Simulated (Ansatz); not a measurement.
# Rb2Si2B: the cost of one run

Program: Ansatz 0.2.0. Level of theory: DFT PBE, scalar-relativistic, plane waves, PAW. These are calculated values, not measurements.

A COD entry behind a cell of this session may itself be a prediction, so a difference from it is no test against experiment.

### 1 The structure to begin with

Symmetry: I4/mmm, No. 139, tetragonal system. Conventional cell: a = 4.591 Å, b = 4.591 Å, c = 11.136 Å, α = 90.00°, β = 90.00°, γ = 90.00°. Around Rb (site symmetry 4mm) lie 4 Si at 2.66 Å and 1 Rb at 2.87 Å and 4 B at 3.55 Å. Around Si (site symmetry -4m2) lie 4 Rb at 2.66 Å. B (site symmetry 4/mmm) is surrounded by 8 Rb at 3.55 Å and 8 Si at 3.61 Å.

Structure file:

```
Rb Si B
1.0
    -2.29529    2.29529    5.56810
     2.29529   -2.29529    5.56810
     2.29529    2.29529   -5.56810
Rb Si B
2 2 1
Direct
  0.37110 0.37110 0.00000
  0.62890 0.62890 0.00000
  0.25000 0.75000 0.50000
  0.75000 0.25000 0.50000
  0.00000 0.00000 0.00000
```

This is candidate A: CaSi2Ni2 type (I4/mmm, No. 139).

(A quick probe on a coarse mesh, which set the mesh and smearing, is not shown.)

### 3 Coarse relaxation (candidate A)

Input file input.yaml:

```yaml
crystal:
  lattice:
    - [-2.2952859197, 2.2952859197, 5.5680976712]
    - [2.2952859197, -2.2952859197, 5.5680976712]
    - [2.2952859197, 2.2952859197, -5.5680976712]
  atoms:
    - { symbol: Rb, position: [0.3711, 0.3711, 0.0] }
    - { symbol: Rb, position: [0.6289, 0.6289, 0.0] }
    - { symbol: Si, position: [0.25, 0.75, 0.5] }
    - { symbol: Si, position: [0.75, 0.25, 0.5] }
    - { symbol: B, position: [0.0, 0.0, 0.0] }
basis:
  ecutwfc: 420
kpoints:
  mp_grid: { grid: [6, 6, 6] }
hamiltonian:
  xc: pbe
scf:
  occupations: { method: gaussian, width: 0.1 }
  lower_state_search: "off"
output:
  forces: true
  stress: true
  eigenvalues: true
relax:
  adjacent_minimum: "off"
  f_tol: 0.04
  max_steps: 70
  cell: { stress_tol: 0.4 }
```

On the command line:

```bash
$ ansatz run input.yaml --threads 1 --pin off --max-ram 2560MiB --backend cpu --events-out ev --progress --plain --runs-dir out
```

**Question.** How long does this run take on 1 thread of Arm Neoverse V1, shared host, and how much memory does it need?

About 2.7 min, with a peak of 0.71 GiB.
